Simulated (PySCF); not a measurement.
# C₈H₈O₂S: excited states, first hyperpolarisability

Aim: compute the excited states, first hyperpolarisability of C₈H₈O₂S (`CSc1ccc(C(=O)O)cc1`).

Computed with PySCF 2.14.0 and routines of our own; the level stands in each step. Atoms count from 0.

## 1. The system as given

19 atoms, charge 0, multiplicity 1; geometry from: GFN2-xTB.

## 2. Relaxing the molecule at PBE0-D3(BJ)/def2-SVP

What the job is given:

```
{"job": {"xc": "PBE0", "basis": "def2-SVP", "d3": "d3bj", "grid": 2, "kind": "geom"}, "charge": 0, "multiplicity": 1}
C      3.678281     0.191020    -0.057072
S      2.671776    -1.225366    -0.585367
C      1.012384    -0.685314    -0.368234
C      0.656278     0.568231     0.118412
C     -0.676436     0.902633     0.250836
C     -1.671935    -0.006584    -0.097122
C     -3.102920     0.318456     0.032223
O     -4.008552    -0.429444    -0.246781
O     -3.331864     1.558967     0.502741
C     -1.309539    -1.265353    -0.582821
C      0.016691    -1.600847    -0.717863
H      3.496052     0.407499     0.991442
H      4.709677    -0.118383    -0.194618
H      3.466299     1.052443    -0.683302
H      1.407347     1.289654     0.397221
H     -0.952490     1.875430     0.626482
H     -4.288038     1.707765     0.563347
H     -2.090241    -1.961675    -0.847634
H      0.307430    -2.569880    -1.094187
```

The run is started by

```bash
OMP_NUM_THREADS=1 python excited_run.py task.json out
```

This one command runs all jobs of the session in turn.

The program printed:

```text
step   0  E = -857.23165503  max force = 0.013264
step   1  E = -857.23290755  max force = 0.002723
step   2  E = -857.23331579  max force = 0.004201
step   3  E = -857.23343638  max force = 0.001798
step   4  E = -857.23348432  max force = 0.003876
step   5  E = -857.23354154  max force = 0.000682
step   6  E = -857.23354299  max force = 0.001532
step   7  E = -857.23356343  max force = 0.000202
step   8  E = -857.23356526  max force = 0.000106
optimisation converged
```

Wall time 4.9 min (1 thread of Intel Xeon Platinum 8259CL at 2.50GHz, shared host); peak memory 1 GiB.

The steps of the relaxation:

```tsv
step	energy from step 0 (eV)	largest force component (eV/Å)
0	0.0000	0.6821
1	-0.0341	0.1400
2	-0.0452	0.2160
3	-0.0485	0.0925
4	-0.0498	0.1993
5	-0.0513	0.0351
6	-0.0514	0.0788
7	-0.0519	0.0104
8	-0.0520	0.0055
```

Close pairs (by a distance rule), those that changed most:

```tsv
bond	before (Å)	after (Å)	change (Å)
C0–S1	1.816	1.798	-0.018
C0–H13	1.086	1.100	+0.014
C0–H11	1.086	1.100	+0.014
C10–H18	1.079	1.093	+0.013
C0–H12	1.086	1.098	+0.013
C9–H17	1.079	1.092	+0.013
C4–H15	1.079	1.091	+0.012
C3–H14	1.078	1.090	+0.012
```

The end geometry stands in the next job.

```tsv
at the end point	value
point group (found at 0.08 Å tolerance)	Cs
rotational constants (GHz, main isotopes)	3.062, 0.451, 0.394
dipole moment (D)	3.30
```

## 3. Excited states: TDA CAM-B3LYP/aug-cc-pVDZ

What the job is given:

```
{"job": {"kind": "states", "xc": "CAM-B3LYP", "basis": "aug-cc-pVDZ", "tda": true, "soc": true, "nstates": 6, "ntriplets": 5, "nquad": 4}, "charge": 0, "multiplicity": 1}
C      3.664286     0.257211    -0.187964
S      2.689391    -1.140393    -0.760787
C      1.036015    -0.644447    -0.446006
C      0.669663     0.581716     0.125885
C     -0.672313     0.881637     0.334461
C     -1.669244    -0.030269    -0.021534
C     -3.108751     0.247606     0.178988
O     -4.002320    -0.506474    -0.118899
O     -3.341238     1.446477     0.737131
C     -1.302078    -1.255860    -0.593251
C      0.030975    -1.562014    -0.803616
H      3.530039     0.434109     0.889136
H      4.711469    -0.019258    -0.371361
H      3.437112     1.172297    -0.754061
H      1.426418     1.311951     0.413002
H     -0.954167     1.836950     0.780060
H     -4.303615     1.519999     0.819115
H     -2.091178    -1.959172    -0.867096
H      0.309454    -2.520018    -1.249860
```

Method: TDA CAM-B3LYP/aug-cc-pVDZ excited states, vertical, gas phase, spin-orbit mean-field couplings.

The program printed:

```text
coarse grid: 17448 points
cycle   1  E = -857.9619947031  dE =  2.338e+00  |g| = 9.435e-01  |ddm| = 6.667e+01
cycle   2  E = -857.7939998776  dE =  1.680e-01  |g| = 1.394e+00  |ddm| = 1.527e+01
cycle   3  E = -858.1390366159  dE = -3.450e-01  |g| = 1.888e-01  |ddm| = 9.435e+00
cycle   4  E = -858.1448566629  dE = -5.820e-03  |g| = 8.093e-02  |ddm| = 9.920e-01
cycle   5  E = -858.1460714829  dE = -1.215e-03  |g| = 1.358e-02  |ddm| = 3.588e-01
cycle   6  E = -858.1461175526  dE = -4.607e-05  |g| = 4.650e-03  |ddm| = 2.019e-01
cycle   7  E = -858.1461239125  dE = -6.360e-06  |g| = 1.462e-03  |ddm| = 5.136e-02
final grid: 166808 points
cycle   8  E = -858.1735124388  dE = -2.878e-05  |g| = 4.128e-03  |ddm| = 8.284e-01
cycle   9  E = -858.1735122090  dE =  2.298e-07  |g| = 4.558e-03  |ddm| = 9.851e-02
cycle  10  E = -858.1735170381  dE = -4.829e-06  |g| = 8.268e-04  |ddm| = 4.366e-02
cycle  11  E = -858.1735171628  dE = -1.247e-07  |g| = 2.864e-04  |ddm| = 5.804e-03
cycle  12  E = -858.1735171797  dE = -1.687e-08  |g| = 9.135e-05  |ddm| = 2.926e-03
cycle  13  E = -858.1735171821  dE = -2.464e-09  |g| = 3.250e-05  |ddm| = 1.024e-03
cycle  14  E = -858.1735171825  dE = -3.611e-10  |g| = 1.346e-05  |ddm| = 3.378e-04
converged SCF energy = -858.1735171825

Singlet excitations
state   eV       nm        f     d(h-e)  d(exc)  Lambda  PR(NTO)  |dmu|/D   mu/D   main configurations
  1   4.8474   255.8   0.51028   1.786   3.788   0.637   1.166    5.066    7.768   H->L 0.84
  2   4.9109   252.5   0.06095   0.815   3.235   0.556   1.756    2.306    5.217   H->L+3 0.55, H-1->L 0.32, H->L 0.08
  3   5.2899   234.4   0.00003   1.403   2.907   0.377   1.010    4.449    3.031   H-2->L 0.84, H-2->L+13 0.08
  4   5.3377   232.3   0.00021   1.907   4.180   0.250   1.018    8.514    5.456   H->L+1 0.62, H->L+12 0.09, H->L+2 0.09
  5   5.7273   216.5   0.00266   0.731   4.260   0.222   1.046                     H->L+4 0.30, H->L+1 0.18, H->L+5 0.12
  6   6.0782   204.0   0.17294   1.509   3.487   0.556   2.070                     H-1->L 0.53, H->L+3 0.34

Triplet excitations (Tamm-Dancoff)
state   eV     d(h-e)  d(exc)  Lambda  PR(NTO)   main configurations
  1   3.3847   0.797   3.268   0.656   1.138   H->L 0.82, H-3->L 0.08
  2   4.3634   0.616   3.099   0.541   1.418   H->L+3 0.72, H-1->L 0.16
  3   4.5569   0.300   2.735   0.792   1.129   H-1->L+3 0.72, H-1->L 0.17
  4   4.6004   0.621   2.943   0.613   1.310   H-1->L 0.63, H->L+3 0.19, H-1->L+3 0.13
  5   4.8689   1.286   2.791   0.372   1.008   H-2->L 0.81, H-2->L+13 0.10
S1 - T1 = 1.4628 eV

Spin-orbit couplings |<S|Hso|T>| (cm-1)
             T1       T2       T3       T4       T5
S0        0.483    0.561    0.216    0.329   47.449
S1        0.037    0.027    0.007    0.063    7.371
S2        0.068    0.005    0.043    0.010    1.643
S3        9.629    1.714    1.309    3.624    0.426
S4       11.420    2.821    2.976    0.390    0.042
S5        9.057    2.157    2.406    0.543    0.067
S6        0.217    0.151    0.067    0.071    5.576
T1 sublevels (cm-1): 0.000 0.011 0.011   radiative rates (1/s): 0.0422 0.0457 0.0355
```

Wall time 3 min (1 thread of Intel Xeon Platinum 8259CL at 2.50GHz, shared host); peak memory 1.6 GiB.

Key values:

```tsv
quantity	value
S1 less T1	1.46 eV
```

Orbitals, density, ELF and potential are computed afterwards from the orbital file.

Frontier orbitals at CAM-B3LYP/aug-cc-pVDZ, with the share of their density that lies nearest to each atom:

```tsv
orbital	energy (eV)	lies on
HOMO	-7.58	S1 47 %; C5 13 %; C2, C3, C10 about 8 % each
LUMO	-0.46	C2, C6 about 17 % each; C5 13 %; O7 10 %
```

ELF in a plane through or near 17 of the atoms.

Ten even steps from '0' (0.00) to '9' (1.00):
```
0000000000000000000000000000
0000000000000000000000000000
0000000000001100000000000000
0000000000039950021000000000
0000000120059970298000000000
0000002685029971899100000000
0000003897306437899035300000
0000002661648254462188730000
0002521631823525962374861000
0009998784557403328387861000
0009997361065557539423320000
0006985350283575722672200000
0000112530799556801729960000
0000000000898059912987860000
0000000000171049900651100000
0000000000000006400010000000
0000000000000000000000000000
0000000000000000000000000000
0000000000000000000000000000
0000000000000000000000000000
```
The map spans 14.6 Å across and 10.7 Å up, centred on the molecule. Atoms in the plane (x, y in Å): C0 (-3.6, -0.4), S1 (-2.8, 1.2), C2 (-1.1, 0.7), C3 (-0.6, -0.7), C4 (0.7, -0.9), C5 (1.7, 0.1), C6 (3.1, -0.2), O7 (4.0, 0.7), O8 (3.4, -1.5), C9 (1.2, 1.4), C10 (-0.1, 1.7), H12 (-4.7, -0.1), H14 (-1.3, -1.5), H15 (1.1, -2.0), H16 (4.4, -1.5), H17 (2.0, 2.2), H18 (-0.5, 2.8).

On the surface of density 0.002 e/bohr³ the electrostatic potential runs, from the 1st to the 99th percentile, from -1.60 V near O7 to 2.04 V near H16.

## 4. Excited states: TDDFT CAM-B3LYP/aug-cc-pVDZ

The job, as its differences from that of step 3:

```diff
@@ -1,2 +1,2 @@
-{"job": {"kind": "states", "xc": "CAM-B3LYP", "basis": "aug-cc-pVDZ", "tda": true, "soc": true, "nstates": 6, "ntriplets": 5, "nquad": 4}, "charge": 0, "multiplicity": 1}
+{"job": {"kind": "states", "xc": "CAM-B3LYP", "basis": "aug-cc-pVDZ", "tpa": true, "nstates": 8, "nquad": 6, "ntriplets": 0}, "charge": 0, "multiplicity": 1}
 C      3.664286     0.257211    -0.187964
```

With the program's defaults for keys left out, this is: TDDFT CAM-B3LYP/aug-cc-pVDZ excited states, vertical, gas phase, two-photon moments by quadratic response.

The program printed:

```text
coarse grid: 17448 points
cycle   1  E = -857.9619947031  dE =  2.338e+00  |g| = 9.435e-01  |ddm| = 6.667e+01
cycle   2  E = -857.7939998776  dE =  1.680e-01  |g| = 1.394e+00  |ddm| = 1.527e+01
cycle   3  E = -858.1390366159  dE = -3.450e-01  |g| = 1.888e-01  |ddm| = 9.435e+00
cycle   4  E = -858.1448566629  dE = -5.820e-03  |g| = 8.093e-02  |ddm| = 9.920e-01
cycle   5  E = -858.1460714829  dE = -1.215e-03  |g| = 1.358e-02  |ddm| = 3.588e-01
cycle   6  E = -858.1461175526  dE = -4.607e-05  |g| = 4.650e-03  |ddm| = 2.019e-01
cycle   7  E = -858.1461239125  dE = -6.360e-06  |g| = 1.462e-03  |ddm| = 5.136e-02
final grid: 166808 points
cycle   8  E = -858.1735124388  dE = -2.878e-05  |g| = 4.128e-03  |ddm| = 8.284e-01
cycle   9  E = -858.1735122090  dE =  2.298e-07  |g| = 4.558e-03  |ddm| = 9.851e-02
cycle  10  E = -858.1735170381  dE = -4.829e-06  |g| = 8.268e-04  |ddm| = 4.366e-02
cycle  11  E = -858.1735171628  dE = -1.247e-07  |g| = 2.864e-04  |ddm| = 5.804e-03
cycle  12  E = -858.1735171797  dE = -1.687e-08  |g| = 9.135e-05  |ddm| = 2.926e-03
cycle  13  E = -858.1735171821  dE = -2.464e-09  |g| = 3.250e-05  |ddm| = 1.024e-03
cycle  14  E = -858.1735171825  dE = -3.583e-10  |g| = 1.346e-05  |ddm| = 3.377e-04
converged SCF energy = -858.1735171825

Singlet excitations
state   eV       nm        f     d(h-e)  d(exc)  Lambda  PR(NTO)  |dmu|/D   mu/D   delta(TPA)   sigma/GM   main configurations
  1   4.6827   264.8   0.45703   1.762   3.769   0.644   1.186    5.146    7.816     1508.50     12.118   H->L 0.93
  2   4.8552   255.4   0.00788   0.691   3.150   0.546   1.861    2.215    5.154       36.59      0.316   H->L+3 0.63, H-1->L 0.32
  3   5.2686   235.3   0.00000   1.409   2.914   0.377   1.010    4.445    3.024        0.07      0.001   H-2->L 0.84, H-2->L+13 0.09
  4   5.3267   232.8   0.00013   1.907   4.179   0.250   1.017    8.425    5.374       36.26      0.377   H->L+1 0.62, H->L+12 0.10, H->L+2 0.09
  5   5.7222   216.7   0.00237   0.708   4.274   0.223   1.046    3.187    6.220       51.01      0.612   H->L+4 0.29, H->L+1 0.19, H->L+5 0.12
  6   5.8353   212.5   0.14187   1.343   3.403   0.559   2.034    3.954    6.679       36.67      0.457   H-1->L 0.61, H->L+3 0.34
  7   6.0727   204.2   0.01273   1.109   4.978   0.200   1.053                                            H->L+4 0.42, H->L+2 0.16, H->L+5 0.16
  8   6.3772   194.4   0.02528   1.261   4.552   0.329   1.406                                            H->L+6 0.73, H-3->L 0.13
```

Wall time 3.3 min (1 thread of Intel Xeon Platinum 8259CL at 2.50GHz, shared host); peak memory 1.5 GiB.

## 5. First hyperpolarisability: quadratic response CAM-B3LYP/aug-cc-pVDZ

The job, as its differences from that of step 4:

```diff
@@ -1,2 +1,2 @@
-{"job": {"kind": "states", "xc": "CAM-B3LYP", "basis": "aug-cc-pVDZ", "tpa": true, "nstates": 8, "nquad": 6, "ntriplets": 0}, "charge": 0, "multiplicity": 1}
+{"job": {"kind": "beta", "xc": "CAM-B3LYP", "basis": "aug-cc-pVDZ"}, "charge": 0, "multiplicity": 1}
 C      3.664286     0.257211    -0.187964
```

Level: quadratic response CAM-B3LYP/aug-cc-pVDZ first hyperpolarisability, Taylor convention, gas phase.

The program printed:

```text
coarse grid: 17448 points
cycle   1  E = -857.9619947030  dE =  2.338e+00  |g| = 9.435e-01  |ddm| = 6.667e+01
cycle   2  E = -857.7939998776  dE =  1.680e-01  |g| = 1.394e+00  |ddm| = 1.527e+01
cycle   3  E = -858.1390366159  dE = -3.450e-01  |g| = 1.888e-01  |ddm| = 9.435e+00
cycle   4  E = -858.1448566629  dE = -5.820e-03  |g| = 8.093e-02  |ddm| = 9.920e-01
cycle   5  E = -858.1460714829  dE = -1.215e-03  |g| = 1.358e-02  |ddm| = 3.588e-01
cycle   6  E = -858.1461175526  dE = -4.607e-05  |g| = 4.650e-03  |ddm| = 2.019e-01
cycle   7  E = -858.1461239125  dE = -6.360e-06  |g| = 1.462e-03  |ddm| = 5.136e-02
final grid: 166808 points
cycle   8  E = -858.1735124388  dE = -2.878e-05  |g| = 4.128e-03  |ddm| = 8.284e-01
cycle   9  E = -858.1735122090  dE =  2.298e-07  |g| = 4.558e-03  |ddm| = 9.851e-02
cycle  10  E = -858.1735170381  dE = -4.829e-06  |g| = 8.268e-04  |ddm| = 4.366e-02
cycle  11  E = -858.1735171628  dE = -1.247e-07  |g| = 2.864e-04  |ddm| = 5.804e-03
cycle  12  E = -858.1735171797  dE = -1.686e-08  |g| = 9.135e-05  |ddm| = 2.926e-03
cycle  13  E = -858.1735171821  dE = -2.470e-09  |g| = 3.250e-05  |ddm| = 1.024e-03
cycle  14  E = -858.1735171825  dE = -3.595e-10  |g| = 1.346e-05  |ddm| = 3.378e-04
converged SCF energy = -858.1735171825

Lowest singlets (eV, f): 4.6827 0.4570  4.8552 0.0079  5.2686 0.0000

First hyperpolarisability (au)
process     nm      |vector|   parallel      HRS      DR
static         -     1159.05     428.96     527.92   3.826
shg       1907.0     1310.59     485.41     592.53   3.912
eope      1907.0     1206.61     446.67          -       -
shg       1064.0     1768.49     656.43      786.9   4.112
eope      1064.0     1322.32     489.79          -       -
```

It took 3 min on 1 thread of Intel Xeon Platinum 8259CL at 2.50GHz, shared host; peak memory 1.6 GiB.

## 6. What came out

| quantity | value |
| --- | --- |
| point group | Cs |
| rotational constants (main isotopes) | 3.06, 0.45, 0.39 GHz |
| S1 less T1 (step 3, TDA CAM-B3LYP/aug-cc-pVDZ) | 1.46 eV |
| surface potential, 1st and 99th percentile | -1.60 V and 2.04 V |
| β vector (step 5, quadratic response CAM-B3LYP/aug-cc-pVDZ) | static 1159, SHG 1907.0 nm 1311, SHG 1064.0 nm 1768 au |

In words: Relaxing lowered the energy by 0.052 eV in 8 steps; the close pair that moved most is C0–S1, from 1.816 to 1.798 Å. In step 3, the number of triplets below S1 is 4, and the largest singlet-triplet spin-orbit coupling is S0–T5, 47.45 cm⁻¹. By nearest atom (CAM-B3LYP/aug-cc-pVDZ), the HOMO sits on S1 47 %; C5 13 % and the LUMO on C2, C6 about 17 % each; C5 13 %. β grows from 1159 au (static) to 1768 au for doubling at 1064.0 nm: normal dispersion, which grows as twice the photon energy moves toward the bright states.
